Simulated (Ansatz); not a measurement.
# TiGe4Mo: the cost of one run

Computed with Ansatz 0.2.0 (DFT PBE, scalar-relativistic, plane waves, PAW, unless a step names another level, unless a step's input says otherwise).

## 1. The starting structure

Symmetry: F222, No. 22, orthorhombic system. The conventional cell has a = 4.948 Å, b = 8.700 Å, c = 8.811 Å, α = 90.00°, β = 90.00°, γ = 90.00°. Ti (site symmetry 222) has 10 Ge at 2.63 to 2.97 Å in its first shell of neighbours. Ge (site symmetry 2) is surrounded by 5 Ge at 2.61 to 2.89 Å and 2 Ti at 2.63 Å and 3 Mo at 2.86 to 2.92 Å. Ge (site symmetry 2) has 5 Ge at 2.61 to 2.94 Å and 2 Mo at 2.65 Å and 3 Ti at 2.83 to 2.97 Å in its first shell of neighbours. Mo (site symmetry 222) has 10 Ge at 2.65 to 2.92 Å in its first shell of neighbours.

Structure file:

```cif
data_structure
_symmetry_space_group_name_H-M 'F222'
_symmetry_Int_Tables_number 22
_cell_length_a 4.9482
_cell_length_b 8.7005
_cell_length_c 8.8109
_cell_angle_alpha 90.000
_cell_angle_beta 90.000
_cell_angle_gamma 90.000
_cell_volume 379.32
loop_
_atom_site_label
_atom_site_type_symbol
_atom_site_symmetry_multiplicity
_atom_site_Wyckoff_symbol
_atom_site_fract_x
_atom_site_fract_y
_atom_site_fract_z
_atom_site_occupancy
Ti1 Ti 4 b 0.50000 0.00000 0.00000 1
Ge1 Ge 8 i 0.25000 0.58585 0.75000 1
Ge2 Ge 8 f 0.50000 0.65901 0.00000 1
Mo1 Mo 4 d 0.75000 0.75000 0.75000 1
```

The cell was relaxed beforehand at this level, from a generated guess; it needn't be the stable form of this composition. At a tolerance of 0.05 Å it has space group F222 (No. 22); it has 15.81 Å³/atom, an uncorrected energy of -0.24 eV/atom over the elements.

## 2. Static run: bands, density of states and charges

The input, input.yaml:

```yaml
crystal:
  lattice:
    - [0.0, 4.3502477317, 4.4054453774]
    - [2.4740953925, 0.0, 4.4054453774]
    - [2.4740953925, 4.3502477317, 0.0]
  atoms:
    - { symbol: Ti, position: [0.5, 0.5, 0.5] }
    - { symbol: Ge, position: [0.0858472165, 0.4141527835, 0.0858472165] }
    - { symbol: Ge, position: [0.1590141866, 0.8409858134, 0.1590141866] }
    - { symbol: Ge, position: [0.8409858134, 0.1590141866, 0.8409858134] }
    - { symbol: Ge, position: [0.4141527835, 0.0858472165, 0.4141527835] }
    - { symbol: Mo, position: [0.75, 0.75, 0.75] }
basis:
  ecutwfc: 420
kpoints:
  mp_grid: { grid: [10, 10, 10] }
  band_path:
    path:
      - [[0.0, 0.0, 0.0], [0.5, 0.0, 0.5], [1.0, 0.5, 0.5], [0.5, 0.5, 0.0], [0.0, 0.0, 0.0], [0.0, 0.40971055, 0.40971055]]
      - [[1.0, 0.59028945, 0.59028945], [1.0, 0.5, 0.5]]
      - [[0.5, 0.0, 0.5], [0.5, 0.24798639, 0.74798639]]
      - [[0.5, 0.75201361, 0.25201361], [0.5, 0.5, 0.0]]
    npoints: 14
hamiltonian:
  xc: pbe
scf:
  occupations: { method: gaussian, width: 0.1 }
  n_extra_bands: 15
output:
  forces: true
  stress: true
  eigenvalues: true
  populations: true
  dos: { projected: true, de: 0.02, nscf_kmesh: { grid: [12, 12, 12] } }
  bader: true
  write_density: true
  write_potential: true
  elf: true
  volumetric_format: npy
```

On the command line:

```
$ ansatz run input.yaml --threads 1 --pin off --max-ram 2560MiB --backend cpu --events-out ev --progress --plain --runs-dir out
```

What time and memory should one allow on 1 thread of AMD EPYC (Zen 3), shared host?

About 8.4 min, with a peak of 1.2 GiB.
